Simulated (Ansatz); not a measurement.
I need energies of removing a hydrogen of C₄H₇N, SMILES C=CNC=C. Use Ansatz 0.2.0 through its Python package. Settings (for the species named): PBE0, 6-31G* basis, multiplicity 1.

```xyz
12

C    -0.4313    1.9427    1.2990
C    -0.6247    0.7274    0.8594
N     0.1091    0.1070   -0.1001
C     0.0984   -1.1660   -0.5487
C     0.7899   -1.7657   -1.4909
H     0.2909    2.6565    0.8929
H    -1.1152    2.3912    2.0509
H    -1.3699    0.1245    1.2744
H     0.8901    0.6781   -0.4564
H    -0.7798   -1.7425   -0.0595
H     1.5906   -1.2289   -1.9364
H     0.6289   -2.7794   -1.7506
```

`run_bde.py`
```python
"""X-H bond energies and deprotonation of C4H7N without relaxation."""

import logging
import sys

import ansatz as az

logging.basicConfig(stream=sys.stdout, format="%(name)s: %(message)s")
log = logging.getLogger("ansatz_job")
log.setLevel(logging.INFO)


def total_energy(molecule, charge=0, unpaired=0):
    calc = (
        molecule.calculation()
        .basis(gaussian="6-31G*")
        .functional("pbe0")
    )
    if charge:
        calc = calc.charge(charge)
    if unpaired:
        calc = calc.spin("collinear", total=unpaired)
    return calc.run().report["free_energy_ev"]

def without(molecule, index):
    rest = az.Crystal.molecule()
    for i, site in enumerate(molecule.cartesian_sites):
        if i != index:
            rest = rest.atom(site.symbol, site.position_ang)
    return rest


def main() -> None:
    geometry_ang = [
        ("C", (-0.4313, 1.9427, 1.299)),
        ("C", (-0.6247, 0.7274, 0.8594)),
        ("N", (0.1091, 0.107, -0.1001)),
        ("C", (0.0984, -1.166, -0.5487)),
        ("C", (0.7899, -1.7657, -1.4909)),
        ("H", (0.2909, 2.6565, 0.8929)),
        ("H", (-1.1152, 2.3912, 2.0509)),
        ("H", (-1.3699, 0.1245, 1.2744)),
        ("H", (0.8901, 0.6781, -0.4564)),
        ("H", (-0.7798, -1.7425, -0.0595)),
        ("H", (1.5906, -1.2289, -1.9364)),
        ("H", (0.6289, -2.7794, -1.7506)),
    ]
    c4h7n = az.Crystal.molecule()
    for symbol, xyz in geometry_ang:
        c4h7n = c4h7n.atom(symbol, xyz)

    whole = total_energy(c4h7n, 0)
    hydrogen = total_energy(az.Crystal.molecule().atom("H", (0, 0, 0)), 0, 1)
    log.info(f"E(molecule) = {whole:.5f} eV, E(H) = {hydrogen:.5f} eV")
    for index in [11, 9, 8]:
        radical = total_energy(without(c4h7n, index), 0, 1)
        log.info(f"H{index}: homolysis {23.060548 * (radical + hydrogen - whole):.1f} kcal/mol")
        anion = total_energy(without(c4h7n, index), -1)
        log.info(f"H{index}: loss of a proton {23.060548 * (anion - whole):.1f} kcal/mol")


if __name__ == "__main__":
    main()
```

```console
$ python run_bde.py
ansatz_job: E(molecule) = -5743.42539 eV, E(H) = -13.58146 eV
ansatz_job: H11: homolysis 122.8 kcal/mol
ansatz_job: H11: loss of a proton 429.9 kcal/mol
ansatz_job: H9: homolysis 111.3 kcal/mol
ansatz_job: H9: loss of a proton 424.6 kcal/mol
ansatz_job: H8: homolysis 92.5 kcal/mol
ansatz_job: H8: loss of a proton 384.5 kcal/mol
```

Caveats:
- The settings weren't tested for convergence.
- The geometry is a force-field or estimated start, not a minimum of this method, and the basis set is short of its limit. All parts are taken at fixed geometry, without zero-point energy.
- The expectation value of S² is noticeably off S(S+1) in at least one run, so that state is spin-contaminated.
- Anions want diffuse functions, which this basis lacks.
- Wall time of the script: 31 s on 1 thread of Arm Neoverse V1 (shared host), peak memory 0.27 GiB.

(Lines on the test bed's own set-up are left out of the output.)
